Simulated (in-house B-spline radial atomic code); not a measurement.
# Ga¹⁵⁺: binding energies from hole states

How tightly is each shell of Ga¹⁵⁺ bound, and how much do the other electrons relax when one leaves?

Method: Dirac-Hartree-Fock, average of configuration, Fermi nucleus, basis-set limit. Code: in-house B-spline radial atomic code version 1.

## (1) What is computed

- element: gallium (Z = 31)
- charge: +15
- electrons: 16
- configuration: [Ne] 3s2 3p4
- Hamiltonian: Dirac-Coulomb
- nucleus: Fermi, rms radius 3.997 fm

Outer shells as boxes (Hund's rule):

[Ne] 3s2 3p4
```
[Ne] core
3s [↑↓]
3p [↑↓][↑ ][↑ ]
```

The boxes draw the filling by Hund's rule, which heavy ions in jj coupling don't follow; these runs average over all states of the configuration.

Settings, as recorded:

```ini
Z = 31
electrons = 16.0
configuration = [Ne] 3s2 3p4
hamiltonian = dirac
method = hf
spin_polarised = False
nucleus = fermi
rms_radius = 3.9973
mass_number = 69
atomic_mass = 68.925573528
speed_of_light = 137.035999084
```

This reference run was done before. Its total energy is -1832.021446 hartree, and its levels are (the highest eight at most):

```tsv
orbital	occupation	energy (eV)	<r> (bohr)
1s1/2	2	-10975.5	0.04858
2s1/2	2	-1864.19	0.2148
2p1/2	2	-1705.63	0.1865
2p3/2	4	-1677.37	0.1899
3s1/2	2	-607.33	0.5657
3p1/2	1.33333	-555.56	0.5570
3p3/2	2.66667	-550.04	0.5626
```

## (2) The 1s hole

The settings differ from step 1 so:

```diff
@@ -1,4 +1,4 @@
 Z = 31
-electrons = 16.0
-configuration = [Ne] 3s2 3p4
+electrons = 15.0
+configuration = 1s1 2s2 2p6 3s2 3p4
 hamiltonian = dirac
```

Results of the run (chosen fields of its result record, rounded):

```text
status: converged
iterations: 8
energy [hartree]: {"total": -1429.69189959, "kinetic": 1459.14769061, "nuclear": -3206.89216538, "coulomb": 355.097271443, "exact_exchange": -37.0446962619}
breit [hartree]: {"gaunt": 0.3687756, "retardation": -0.04669542, "frequency_dependence": -0.001827636}
qed [hartree]: {"self_energy": 0.3668279, "uehling": -0.0338691, "wichmann_kroll": 0.0002892072}
recoil [hartree]: 0.009524958
total_with_corrections [hartree]: -1429.02887404
orbitals [hartree, bohr; first row names the columns]:
  - ["name", "occ", "eps", "<r>"]
  - ["1s1/2", 1.0, -420.78895, 0.048308]
  - ["2s1/2", 2.0, -73.36264, 0.2098]
  - ["2p1/2", 2.0, -68.324548, 0.18029]
  - ["2p3/2", 4.0, -67.161774, 0.18362]
  - ["3s1/2", 2.0, -24.436026, 0.54692]
  - ["3p1/2", 1.3333, -22.643876, 0.53319]
  - ["3p3/2", 2.6667, -22.41188, 0.53875]
sum_r [bohr^k]: {"-1": 103.4483, "1": 4.804372, "2": 2.35725}
energy_minus_base [hartree]: 402.329547
energy_minus_base_with_corrections [hartree]: 401.578354
```

Run time: 0.31 s. Hardware: 1 thread, shared host.

energy_minus_base is the energy less that of the reference run.

## (3) The 2s hole

The settings differ from step 2 so:

```diff
@@ -2,3 +2,3 @@
 electrons = 15.0
-configuration = 1s1 2s2 2p6 3s2 3p4
+configuration = 1s2 2s1 2p6 3s2 3p4
 hamiltonian = dirac
```

Main fields:

```text
status: converged
iterations: 8
energy [hartree]: {"total": -1763.74268898, "kinetic": 1801.22544851, "nuclear": -3909.69926569, "coulomb": 394.871490917, "exact_exchange": -50.1403627166}
breit [hartree]: {"gaunt": 0.8731203, "retardation": -0.08020434, "frequency_dependence": -0.003406422}
qed [hartree]: {"self_energy": 0.6037094, "uehling": -0.0567107, "wichmann_kroll": 0.0004843348}
recoil [hartree]: 0.01083966
total_with_corrections [hartree]: -1762.39485681
orbitals [hartree, bohr; first row names the columns]:
  - ["name", "occ", "eps", "<r>"]
  - ["1s1/2", 2.0, -408.12694, 0.048585]
  - ["2s1/2", 1.0, -72.271002, 0.21421]
  - ["2p1/2", 2.0, -66.248081, 0.18428]
  - ["2p3/2", 4.0, -65.182004, 0.18755]
  - ["3s1/2", 2.0, -24.175571, 0.55131]
  - ["3p1/2", 1.3333, -22.373547, 0.53973]
  - ["3p3/2", 2.6667, -22.15499, 0.54508]
sum_r [bohr^k]: {"-1": 126.1197, "1": 4.705943, "2": 2.365943}
energy_minus_base [hartree]: 68.2787572
energy_minus_base_with_corrections [hartree]: 68.2123711
```

Wall time 0.31 s (1 thread, shared host).

## (4) The 2p1/2 hole

In configurations, a minus sign after the shell means j = l − 1/2 and a plus sign j = l + 1/2; the count of electrons follows.

The settings differ from step 3 so:

```diff
@@ -2,3 +2,3 @@
 electrons = 15.0
-configuration = 1s2 2s1 2p6 3s2 3p4
+configuration = 1s2 2s2 2p-1 2p+4 3s2 3p4
 hamiltonian = dirac
```

Main fields:

```text
status: converged
iterations: 8
energy [hartree]: {"total": -1769.620051, "kinetic": 1807.51068069, "nuclear": -3917.30788985, "coulomb": 390.69207524, "exact_exchange": -50.514917084}
breit [hartree]: {"gaunt": 0.841435, "retardation": -0.07442004, "frequency_dependence": -0.003259361}
qed [hartree]: {"self_energy": 0.6354321, "uehling": -0.05943949, "wichmann_kroll": 0.0005075051}
recoil [hartree]: 0.01125152
total_with_corrections [hartree]: -1768.26854384
orbitals [hartree, bohr; first row names the columns]:
  - ["name", "occ", "eps", "<r>"]
  - ["1s1/2", 2.0, -408.88769, 0.048531]
  - ["2s1/2", 2.0, -72.075111, 0.21258]
  - ["2p1/2", 1.0, -66.988927, 0.18752]
  - ["2p3/2", 4.0, -65.741316, 0.18694]
  - ["3s1/2", 2.0, -24.255265, 0.55087]
  - ["3p1/2", 1.3333, -22.369582, 0.53684]
  - ["3p3/2", 2.6667, -22.20992, 0.54374]
sum_r [bohr^k]: {"-1": 126.3651, "1": 4.724993, "2": 2.368551}
energy_minus_base [hartree]: 62.4013952
energy_minus_base_with_corrections [hartree]: 62.338684
```

Wall time 0.31 s (1 thread, shared host).

## (5) The 2p3/2 hole

The settings differ from step 4 so:

```diff
@@ -2,3 +2,3 @@
 electrons = 15.0
-configuration = 1s2 2s2 2p-1 2p+4 3s2 3p4
+configuration = 1s2 2s2 2p-2 2p+3 3s2 3p4
 hamiltonian = dirac
```

Main fields:

```text
status: converged
iterations: 8
energy [hartree]: {"total": -1770.67091161, "kinetic": 1810.68482645, "nuclear": -3921.95590109, "coulomb": 391.171184184, "exact_exchange": -50.5710211565}
breit [hartree]: {"gaunt": 0.862809, "retardation": -0.07441933, "frequency_dependence": -0.002590619}
qed [hartree]: {"self_energy": 0.6330214, "uehling": -0.0594572, "wichmann_kroll": 0.0005076688}
recoil [hartree]: 0.01123806
total_with_corrections [hartree]: -1769.29980262
orbitals [hartree, bohr; first row names the columns]:
  - ["name", "occ", "eps", "<r>"]
  - ["1s1/2", 2.0, -408.76781, 0.048535]
  - ["2s1/2", 2.0, -72.047131, 0.21262]
  - ["2p1/2", 2.0, -66.779078, 0.18375]
  - ["2p3/2", 3.0, -65.76983, 0.18405]
  - ["3s1/2", 2.0, -24.251399, 0.55095]
  - ["3p1/2", 1.3333, -22.421928, 0.53858]
  - ["3p3/2", 2.6667, -22.190446, 0.5478]
sum_r [bohr^k]: {"-1": 126.515, "1": 4.722776, "2": 2.3681}
energy_minus_base [hartree]: 61.3505346
energy_minus_base_with_corrections [hartree]: 61.3074253
```

It took 0.3 s on 1 thread, shared host.

## (6) The 3s hole

The settings differ from step 5 so:

```diff
@@ -2,3 +2,3 @@
 electrons = 15.0
-configuration = 1s2 2s2 2p-2 2p+3 3s2 3p4
+configuration = 1s2 2s2 2p6 3s1 3p4
 hamiltonian = dirac
```

Main fields:

```text
status: converged
iterations: 8
energy [hartree]: {"total": -1809.72803363, "kinetic": 1849.02236445, "nuclear": -4023.06923041, "coulomb": 418.855395318, "exact_exchange": -54.5365629872}
breit [hartree]: {"gaunt": 0.9071742, "retardation": -0.08146966, "frequency_dependence": -0.003265206}
qed [hartree]: {"self_energy": 0.6259572, "uehling": -0.05870948, "wichmann_kroll": 0.0005013353}
recoil [hartree]: 0.0112103
total_with_corrections [hartree]: -1808.32663499
orbitals [hartree, bohr; first row names the columns]:
  - ["name", "occ", "eps", "<r>"]
  - ["1s1/2", 2.0, -405.41876, 0.048579]
  - ["2s1/2", 2.0, -70.339566, 0.21486]
  - ["2p1/2", 2.0, -64.59153, 0.18622]
  - ["2p3/2", 4.0, -63.549333, 0.18953]
  - ["3s1/2", 1.0, -23.869329, 0.55863]
  - ["3p1/2", 1.3333, -21.800657, 0.54951]
  - ["3p3/2", 2.6667, -21.590733, 0.555]
sum_r [bohr^k]: {"-1": 129.7768, "1": 4.428739, "2": 2.138018}
energy_minus_base [hartree]: 22.2934126
energy_minus_base_with_corrections [hartree]: 22.2805929
```

Wall time 0.31 s (1 thread, shared host).

## (7) The 3p hole

The settings differ from step 6 so:

```diff
@@ -2,3 +2,3 @@
 electrons = 15.0
-configuration = 1s2 2s2 2p6 3s1 3p4
+configuration = 1s2 2s2 2p6 3s2 3p3
 hamiltonian = dirac
```

Main fields:

```text
status: converged
iterations: 8
energy [hartree]: {"total": -1811.76745809, "kinetic": 1851.44896209, "nuclear": -4026.82938549, "coulomb": 419.007731908, "exact_exchange": -55.3947665948}
breit [hartree]: {"gaunt": 0.9042023, "retardation": -0.08023688, "frequency_dependence": -0.003150572}
qed [hartree]: {"self_energy": 0.6322294, "uehling": -0.05926999, "wichmann_kroll": 0.0005060936}
recoil [hartree]: 0.01131465
total_with_corrections [hartree]: -1810.3618631
orbitals [hartree, bohr; first row names the columns]:
  - ["name", "occ", "eps", "<r>"]
  - ["1s1/2", 2.0, -405.50034, 0.048573]
  - ["2s1/2", 2.0, -70.426067, 0.2144]
  - ["2p1/2", 2.0, -64.622093, 0.18619]
  - ["2p3/2", 4.0, -63.579368, 0.1895]
  - ["3s1/2", 2.0, -23.697516, 0.55954]
  - ["3p1/2", 1.0, -21.920705, 0.54893]
  - ["3p3/2", 2.0, -21.712147, 0.55433]
sum_r [bohr^k]: {"-1": 129.8981, "1": 4.432975, "2": 2.139038}
energy_minus_base [hartree]: 20.2539881
energy_minus_base_with_corrections [hartree]: 20.2453648
```

It took 0.29 s on 1 thread, shared host.

## (8) Binding energies

| hole | ΔSCF (eV) | with Breit, QED, recoil (eV) | −ε of the parent (eV) | −ε less ΔSCF (eV) |
| --- | --- | --- | --- | --- |
| 1s | 10947.9 | 10927.5 | 10975.5 | 27.59 |
| 2s | 1857.96 | 1856.15 | 1864.19 | 6.23 |
| 2p1/2 | 1698.03 | 1696.32 | 1705.63 | 7.60 |
| 2p3/2 | 1669.43 | 1668.26 | 1677.37 | 7.93 |
| 3s | 606.63 | 606.29 | 607.33 | 0.70 |
| 3p | 551.14 | 550.90 | - | - |

What this shows: Koopmans' values overshoot, as they freeze the orbitals; relaxation lowers the cost by 27.6 eV for 1s and 0.70 eV for 3s. The spin-orbit splitting of the 2p hole is 28.06 eV with those corrections. Two partly filled shells share a symmetry and can mix in the average, which may lower the energy, in these hole states: 2p1/2; 2p3/2. A dash stands where an open shell is averaged over j, so that no single parent level belongs to the hole. Values are for the free ion, measured from the vacuum level.
